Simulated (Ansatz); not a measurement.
# CH₄GeO₂: a ladder of functionals and wavefunction methods

How much do the methods differ for CH₄GeO₂? The plan is to run it at one geometry with functionals of several rungs and with coupled cluster, and see how far each lands from CCSD(T) at the basis-set limit for the atomisation energy.

The runs use Ansatz 0.2.0, Gaussian basis; functionals in def2-TZVPP, the program's frozen cores in correlated methods.

Plan: LDA (SPW92), PBE-D4, revPBE-D4, BLYP-D4, r2SCAN-D4, B97M-V, PBE0-D4, B3LYP-D4, r2SCANh-D4, r2SCAN0-D4, HSE06-D4, BHLYP-D4, CAM-B3LYP-D4, LC-ωPBE, ωB97X-V, ωB97M-V, B2PLYP, PBE-QIDH; CCSD(T)/def2-SVP; CCSD(T)/def2-TZVPP; MP2/def2-QZVPP; extrapolation to the limit; RPA on PBE.

## 1. The geometry

The geometry comes from an earlier relaxation with PBE0-D4 in a triple-zeta def2 set; it is a stationary point, not always the lowest conformer.

SMILES `[OH][GeH]1[CH2][O]1`, 8 atoms, charge 0, spin multiplicity 1.

Atoms are counted from 1 here; the program's logs count them from 0.

Bond lengths: O1–Ge2 1.764 Å, O1–H5 0.960 Å, Ge2–C3 1.882 Å, Ge2–O4 1.819 Å, Ge2–H6 1.525 Å, C3–O4 1.442 Å, C3–H7 1.090 Å, C3–H8 1.090 Å. Angles: Ge2–O1–H5 113.0°, O1–Ge2–C3 118.1°, O1–Ge2–O4 114.1°, O1–Ge2–H6 113.1°, C3–Ge2–O4 45.8°, C3–Ge2–H6 128.8°, O4–Ge2–H6 113.4°, Ge2–C3–O4 64.8°, Ge2–C3–H7 121.3°, Ge2–C3–H8 118.2°, O4–C3–H7 115.0°, O4–C3–H8 114.7°, H7–C3–H8 113.6°, Ge2–O4–C3 69.4°.

## 2. LDA

This LDA is Slater exchange with PW92 correlation.

Contents of in.yaml:

```yaml
crystal:
  periodic: [false, false, false]
  atoms:
    - {symbol: O, position_ang: [-1.684557, 0.608028, -0.705559]}
    - {symbol: Ge, position_ang: [-0.216129, 0.514345, 0.267768]}
    - {symbol: C, position_ang: [1.158097, -0.633836, -0.309935]}
    - {symbol: O, position_ang: [0.283833, -1.181136, 0.697861]}
    - {symbol: H, position_ang: [-2.475190, 0.752392, -0.179825]}
    - {symbol: H, position_ang: [-0.229296, 1.463360, 1.461213]}
    - {symbol: H, position_ang: [2.190281, -0.485341, 0.006243]}
    - {symbol: H, position_ang: [1.065159, -1.094811, -1.293469]}
basis:
  gaussian: {orbitals: def2-TZVPP}
hamiltonian: {xc: lda}
output: {orbitals: {seedname: orbitals}}
```

Run with:

```console
ansatz run in.yaml --threads 2 --pin off --events-out ev --progress --plain --max-ram 4352MiB
```

After this run come: PBE-D4 (GGA); revPBE-D4 (GGA); BLYP-D4 (GGA); r2SCAN-D4 (meta-GGA); B97M-V (meta-GGA); PBE0-D4 (hybrid); B3LYP-D4 (hybrid); r2SCANh-D4 (hybrid); r2SCAN0-D4 (hybrid); HSE06-D4 (hybrid); BHLYP-D4 (hybrid); CAM-B3LYP-D4 (range-separated); LC-ωPBE (range-separated); ωB97X-V (range-separated); ωB97M-V (range-separated); B2PLYP (double hybrid); PBE-QIDH (double hybrid); CCSD(T) in def2-SVP; CCSD(T) in def2-TZVPP; MP2 in def2-QZVPP; RPA on PBE orbitals.

Q: Predict the results of all the runs planned. Wanted: atomisation energy, CCSD(T)/CBS; farthest beyond LDA; mean size of error, GGA; mean size of error, meta-GGA; mean size of error, hybrid; mean size of error, range-separated; mean size of error, double hybrid; gap, smallest and largest; T1 diagnostic.

As calculated:

| quantity | value |
| --- | --- |
| atomisation energy, CCSD(T)/CBS | 29.088 eV |
| functionals within 0.291 eV (1.0 %) | BLYP-D4, r2SCAN-D4, B97M-V, CAM-B3LYP-D4, ωB97X-V, ωB97M-V |
| farthest beyond LDA | BHLYP-D4 (-1.809 eV) |
| mean size of error, GGA | 0.389 eV |
| mean size of error, meta-GGA | 0.057 eV |
| mean size of error, hybrid | 0.716 eV |
| mean size of error, range-separated | 0.237 eV |
| mean size of error, double hybrid | 0.543 eV |
| gap, smallest and largest | 4.55 eV (BLYP-D4), 11.65 eV (LC-ωPBE) |
| T1 diagnostic | 0.0139 |
| triples share of the correlation energy | 3.9 % |

**Reading.** The LDA atomisation energy is off by 5.030 eV (17 %): it overbinds. PBE-D4 misses by +0.584 eV. Double hybrids carry the basis error of their MP2 part in triple zeta, and no dispersion term here, so their miss is partly the set-up's. The rungs meta-GGA, range-separated miss on average by less than the doubt on the reference (0.291 eV), so they tie. Misses under about 0.291 eV are within the doubt on the reference itself, which lacks core-valence correlation, relativity and higher excitations, and its outer-core shells are covered unevenly. Hartree-Fock recovers 65 % of the binding; the rest is correlation. CCSD(T) in def2-SVP is off by -2.341 eV, worse than the median functional, from the basis alone. Orbital gaps span 4.5 to 11.6 eV; exact exchange widens them. Correlated methods include outer-core shells of Ge, which these sets cover unevenly.
